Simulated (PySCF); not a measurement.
# SiP3H7: electronic excitations and core binding energies

What electronic excitations and core binding energies should SiP3H7 (`[SiH3]P(P)P`) show?

Computed with PySCF 2.14.0, with density-fitted response routines of our own, on a single molecule in the gas phase. Atoms count from 0, in the outputs and in this text.

## (1) The starting structure

11 atoms, charge 0, multiplicity 1; geometry from: GFN2-xTB.

Bonds of the start (Å): Si0–P1 2.26, P1–P2 2.17, P1–P3 2.17, Si0–H4 1.46, Si0–H5 1.46, Si0–H6 1.46, P2–H7 1.39, P2–H8 1.39, P3–H9 1.39, P3–H10 1.39.

## (2) Ultraviolet spectrum: CAM-B3LYP/def2-SVPD

The job: settings as JSON, then the geometry in Å.

```
{"job": {"kind": "uv", "xc": "CAM-B3LYP", "basis": "def2-SVPD", "nstates": 8, "ntriplets": 3}, "charge": 0, "multiplicity": 1}
Si    -1.209026    -1.249876     0.266029
P      0.342721     0.349769     0.641263
P      1.867095    -0.415648    -0.695786
P     -0.472476     1.819551    -0.726084
H     -2.387849    -0.820937     1.021853
H     -0.643433    -2.488429     0.803999
H     -1.522484    -1.389238    -1.157327
H      2.309711    -1.352016     0.232849
H      2.823325     0.514116    -0.287513
H     -1.472943     2.194768     0.164374
H      0.370783     2.840609    -0.289621
```

Method: TDDFT CAM-B3LYP/def2-SVPD, vertical, gas phase, core orbitals frozen in the response.

Started as:

```sh
> OMP_NUM_THREADS=1 python probes_run.py task.json out
```

One launch serves the whole session: the jobs run in the order shown.

Log:

```text
coarse grid: 10840 points
cycle   1  E = -1317.1962233291  dE =  7.661e-02  |g| = 1.631e-01  |ddm| = 3.684e+00
cycle   2  E = -1317.2081657564  dE = -1.194e-02  |g| = 5.598e-02  |ddm| = 5.361e-01
cycle   3  E = -1317.2093157516  dE = -1.150e-03  |g| = 1.907e-02  |ddm| = 1.657e-01
cycle   4  E = -1317.2094605292  dE = -1.448e-04  |g| = 7.563e-03  |ddm| = 4.900e-02
cycle   5  E = -1317.2094852792  dE = -2.475e-05  |g| = 1.047e-03  |ddm| = 1.700e-02
cycle   6  E = -1317.2094860208  dE = -7.416e-07  |g| = 3.767e-04  |ddm| = 3.741e-03
final grid: 85312 points
cycle   7  E = -1317.3580885074  dE = -3.327e-06  |g| = 5.115e-04  |ddm| = 2.379e-02
cycle   8  E = -1317.3580885615  dE = -5.412e-08  |g| = 3.765e-04  |ddm| = 2.777e-03
cycle   9  E = -1317.3580886109  dE = -4.935e-08  |g| = 7.271e-05  |ddm| = 8.969e-04
cycle  10  E = -1317.3580886129  dE = -1.994e-09  |g| = 1.917e-05  |ddm| = 1.893e-04
cycle  11  E = -1317.3580886130  dE = -1.328e-10  |g| = 4.463e-06  |ddm| = 6.006e-05
converged SCF energy = -1317.3580886130

Static polarisability (au): isotropic 108.522, principal 90.071 116.037 119.458

Singlet excitations
state   eV       nm        f      main configurations
  1   5.0006    247.9   0.01664   H->L 0.96
  2   5.1434    241.1   0.06478   H->L+1 0.47, H->L+2 0.47
  3   5.3224    232.9   0.00341   H->L+2 0.38, H->L+1 0.38, H->L+3 0.18
  4   5.5877    221.9   0.07508   H->L+3 0.40, H->L+5 0.34, H->L+1 0.09
  5   5.8682    211.3   0.03328   H->L+4 0.92
  6   6.2552    198.2   0.04387   H->L+5 0.59, H->L+3 0.27
  7   6.6223    187.2   0.06519   H-1->L 0.73, H->L+8 0.14
  8   6.9458    178.5   0.00368   H->L+6 0.71, H->L+7 0.17

Triplet excitations (Tamm-Dancoff, eV): 4.2975 4.3324 4.7328
```

Wall time 13 s (1 thread of Arm Neoverse V2, shared host); peak memory 0.69 GiB.

Frontier orbitals and where they lie:

| orbital | eV | atoms |
| --- | --- | --- |
| HOMO−3 | -10.50 | P1 24 %, P3 22 %, P2 21 % |
| HOMO−2 | -9.88 | P1 35 %, Si0 23 %, P2 12 % |
| HOMO−1 | -9.29 | P3 36 %, P2 34 %, P1 10 % |
| HOMO | -7.49 | P1 45 %, P2 21 %, P3 20 % |
| LUMO | 0.57 | P3 19 %, P2 18 %, P1 16 % |
| LUMO+1 | 0.84 | P1 29 %, P3 23 %, Si0 19 % |
| LUMO+2 | 0.91 | P1 30 %, P2 26 %, Si0 15 % |

With each of the 8 states as a Gaussian band of 0.4 eV half-width at 1/e, the curve within the window shown has maxima at 226 nm (ε 5,000), 192 nm (ε 3,800) L/(mol cm). Beyond the last state computed it falls off for lack of states. The curve at chosen wavelengths:

(nm, ε (L/mol/cm)): (171, 321), (175, 870), (180, 2020), (184, 2990), (189, 3713), (193, 3811), (197, 3681), (202, 3563), (206, 3681), (211, 4088), (215, 4478), (219, 4783), (224, 4956), (228, 4948), (233, 4806), (237, 4590), (241, 4260), (246, 3675), (250, 3098), (255, 2333), (259, 1757), (263, 1260), (268, 781), (272, 508), (277, 282), (281, 169)

Ground-state properties from the same run:

| property | computed |
| --- | --- |
| dipole moment (D) | 0.63 |
| polarisability (Å³) | 16.08 |
| HOMO–LUMO gap (eV) | 8.05 |
| −ε(HOMO) (eV) | 7.49 |

## (3) X-ray photoelectron lines: SCAN, X2C

Same as in step 2 but for these lines:

```diff
@@ -1,2 +1,2 @@
-{"job": {"kind": "uv", "xc": "CAM-B3LYP", "basis": "def2-SVPD", "nstates": 8, "ntriplets": 3}, "charge": 0, "multiplicity": 1}
+{"job": {"kind": "xps"}, "charge": 0, "multiplicity": 1}
 Si    -1.209026    -1.249876     0.266029
```

With the program's defaults for keys left out, this is: delta-SCF UKS SCAN, pcX-2 on the ionised atom, pcseg-1 elsewhere, spin-free X2C.

Log:

```text
ground state, core basis on atom 0 (Si), 149 functions
  cycle   1  E = -1320.59395310  |g| = 2.00e-01
  cycle   2  E = -1320.59408490  |g| = 2.02e-01
  cycle   3  E = -1320.60810238  |g| = 5.21e-02
  cycle   4  E = -1320.60898434  |g| = 2.05e-02
  cycle   5  E = -1320.60912041  |g| = 7.14e-03
  cycle   6  E = -1320.60913809  |g| = 1.45e-03
  cycle   7  E = -1320.60914196  |g| = 4.20e-04
  E(ground) = -1320.66333624 Eh
hole in Si 1s of atom 0
  cycle   1  E = -1251.67454363  |g| = 4.35e+00
  cycle   2  E = -1251.11962669  |g| = 2.34e+00
  cycle   3  E = -1251.80785590  |g| = 1.05e+00
  cycle   4  E = -1252.62895086  |g| = 3.88e-01
  cycle   5  E = -1252.73752715  |g| = 1.18e-01
  cycle   6  E = -1252.74642186  |g| = 3.31e-02
  cycle   7  E = -1252.74715634  |g| = 1.11e-02
  cycle   8  E = -1252.74723313  |g| = 4.84e-03
  cycle   9  E = -1252.74725045  |g| = 1.69e-03
  cycle  10  E = -1252.74725307  |g| = 4.55e-04
  E(ion) = -1252.80915459 Eh   <S^2> = 0.7526   hole on atom = 1.000   binding energy = 1846.406 eV
hole in Si 2p of atom 0
  cycle   1  E = -1316.33101117  |g| = 1.23e+00
  cycle   2  E = -1315.79366032  |g| = 1.31e+00
  cycle   3  E = -1316.53556537  |g| = 3.88e-01
  cycle   4  E = -1316.65358819  |g| = 1.38e-01
  cycle   5  E = -1316.66657809  |g| = 4.31e-02
  cycle   6  E = -1316.66789935  |g| = 1.09e-02
  cycle   7  E = -1316.66795833  |g| = 6.48e-03
  cycle   8  E = -1316.66798998  |g| = 1.87e-03
  cycle   9  E = -1316.66799414  |g| = 7.88e-04
  cycle  10  E = -1316.66799187  |g| = 2.40e-04
  E(ion) = -1316.73404247 Eh   <S^2> = 0.7536   hole on atom = 1.002   binding energy = 106.922 eV
  2p3/2 = 106.698 eV   2p1/2 = 107.321 eV
ground state, core basis on atom 1 (P), 149 functions
  cycle   1  E = -1320.63111064  |g| = 3.40e-01
  cycle   2  E = -1320.63054384  |g| = 5.48e-02
  cycle   3  E = -1320.62865843  |g| = 9.35e-02
  cycle   4  E = -1320.63160896  |g| = 6.35e-03
  cycle   5  E = -1320.63161964  |g| = 2.70e-03
  cycle   6  E = -1320.63162469  |g| = 3.94e-04
  E(ground) = -1320.69769103 Eh
hole in P 1s of atom 1
  cycle   1  E = -1240.46648693  |g| = 4.72e+00
  cycle   2  E = -1239.92806376  |g| = 2.46e+00
  cycle   3  E = -1239.75570336  |g| = 1.52e+00
  cycle   4  E = -1241.47406187  |g| = 4.88e-01
  cycle   5  E = -1241.63422236  |g| = 1.30e-01
  cycle   6  E = -1241.64072938  |g| = 7.84e-02
  cycle   7  E = -1241.64463748  |g| = 1.16e-02
  cycle   8  E = -1241.64471508  |g| = 4.77e-03
  cycle   9  E = -1241.64472929  |g| = 1.28e-03
  cycle  10  E = -1241.64473139  |g| = 4.27e-04
  E(ion) = -1241.71170597 Eh   <S^2> = 0.7524   hole on atom = 1.000   binding energy = 2149.318 eV
hole in P 2p of atom 1
  cycle   1  E = -1315.20402813  |g| = 1.40e+00
  cycle   2  E = -1314.47903235  |g| = 1.60e+00
  cycle   3  E = -1315.43141896  |g| = 5.00e-01
  cycle   4  E = -1315.59809809  |g| = 1.75e-01
  cycle   5  E = -1315.61827176  |g| = 4.91e-02
  cycle   6  E = -1315.61960756  |g| = 2.14e-02
  cycle   7  E = -1315.61989960  |g| = 4.00e-03
  cycle   8  E = -1315.61991215  |g| = 1.25e-03
  cycle   9  E = -1315.61991387  |g| = 7.07e-04
  cycle  10  E = -1315.61991382  |g| = 3.32e-04
  E(ion) = -1315.69734574 Eh   <S^2> = 0.7551   hole on atom = 1.002   binding energy = 136.066 eV
  2p3/2 = 135.833 eV   2p1/2 = 136.723 eV
ground state, core basis on atom 2 (P), 149 functions
  cycle   1  E = -1320.63034628  |g| = 3.42e-01
  cycle   2  E = -1320.62843680  |g| = 8.90e-02
  cycle   3  E = -1320.62402427  |g| = 1.42e-01
  cycle   4  E = -1320.63133751  |g| = 6.28e-03
  cycle   5  E = -1320.63134550  |g| = 3.23e-03
  cycle   6  E = -1320.63134922  |g| = 3.88e-04
  E(ground) = -1320.69728251 Eh
hole in P 1s of atom 2
  cycle   1  E = -1240.46460306  |g| = 4.72e+00
  cycle   2  E = -1238.90341301  |g| = 2.58e+00
  cycle   3  E = -1233.24018492  |g| = 2.24e+00
  cycle   4  E = -1240.88689107  |g| = 8.70e-01
  cycle   5  E = -1241.52968232  |g| = 3.65e-01
  cycle   6  E = -1241.57282055  |g| = 2.65e-01
  cycle   7  E = -1241.62004412  |g| = 6.23e-02
  cycle   8  E = -1241.62260207  |g| = 1.99e-02
  cycle   9  E = -1241.62285896  |g| = 5.79e-03
  cycle  10  E = -1241.62288099  |g| = 1.12e-03
  cycle  11  E = -1241.62288522  |g| = 6.04e-04
  cycle  12  E = -1241.62288416  |g| = 1.98e-04
  E(ion) = -1241.68913601 Eh   <S^2> = 0.7521   hole on atom = 1.000   binding energy = 2149.921 eV
hole in P 2p of atom 2
  cycle   1  E = -1315.20108400  |g| = 1.39e+00
  cycle   2  E = -1313.56889246  |g| = 1.77e+00
  cycle   3  E = -1315.21669232  |g| = 6.57e-01
  cycle   4  E = -1315.58741029  |g| = 1.44e-01
  cycle   5  E = -1315.59436497  |g| = 9.14e-02
  cycle   6  E = -1315.59932379  |g| = 3.59e-02
  cycle   7  E = -1315.60013783  |g| = 1.39e-02
  cycle   8  E = -1315.60027105  |g| = 4.17e-03
  cycle   9  E = -1315.60028260  |g| = 1.36e-03
  cycle  10  E = -1315.60028342  |g| = 5.37e-04
  cycle  11  E = -1315.60028385  |g| = 2.82e-04
  E(ion) = -1315.67568446 Eh   <S^2> = 0.7537   hole on atom = 1.002   binding energy = 136.645 eV
  2p3/2 = 136.422 eV   2p1/2 = 137.314 eV
```

Run time: 29 s. Hardware: 1 thread of Arm Neoverse V2, shared host; peak memory 0.51 GiB.

The holes in one table. −ε is the ground-state orbital energy:

| hole | stands for | environment | ΔSCF (eV; 2p as the shell's mean) | −ε (eV) | ⟨S²⟩ |
| --- | --- | --- | --- | --- | --- |
| Si1s on Si0 | Si0 | silicon bonded to P, 3 H | 1846.41 | 1793.6 | 0.753 |
| Si2p on Si0 | Si0 | silicon bonded to P, 3 H | 106.91 | 96.5 | 0.754 |
| P1s on P1 | P1 | phosphorus bonded to 2 P, Si | 2149.32 | 2092.9 | 0.752 |
| P2p on P1 | P1 | phosphorus bonded to 2 P, Si | 136.13 | 125.9 | 0.755 |
| P1s on P2 | P2, P3 | phosphorus bonded to P, 2 H | 2149.92 | 2092.9 | 0.752 |
| P2p on P2 | P2, P3 | phosphorus bonded to P, 2 H | 136.72 | 125.9 | 0.754 |

Each hole run stands for the others of its class of like atoms.

With the spin-orbit splitting: Si0 2p3/2 106.70, 2p1/2 107.32 eV; P1 2p3/2 135.83, 2p1/2 136.72 eV; P2 2p3/2 136.42, 2p1/2 137.31 eV. The table gives each 2p level as the mean over the whole 2p shell (two parts 2p3/2, one part 2p1/2), which differs a little from the single hole in the log.

## (4) What came out

| quantity | value |
| --- | --- |
| lowest singlet (CAM-B3LYP/def2-SVPD) | 5.00 eV (248 nm), f = 0.017 |
| brightest single state of those computed | state 4, 5.59 eV, f = 0.075 |
| lowest triplet | 4.30 eV |
| P1s binding energies, SCAN/pcX-2 | P2 2149.92, P1 2149.32 eV |
| P2p binding energies, SCAN/pcX-2 | P2 136.72, P1 136.13 eV |
| Si1s binding energies, SCAN/pcX-2 | Si0 1846.41 eV |
| Si2p binding energies, SCAN/pcX-2 | Si0 106.91 eV |

In words: The lowest singlet, at 5.00 eV, is HOMO→LUMO 0.96 and is weak; of the 8 states computed, the strongest absorption comes from state 4 at 5.59 eV. The lowest triplet lies 0.70 eV below the lowest singlet (triplets in Tamm-Dancoff, singlets in full TDDFT). P2 (phosphorus bonded to P, 2 H) binds its P1s electron 0.60 eV more tightly than P1 (phosphorus bonded to 2 P, Si). P2 (phosphorus bonded to P, 2 H) binds its P2p electron 0.59 eV more tightly than P1 (phosphorus bonded to 2 P, Si).
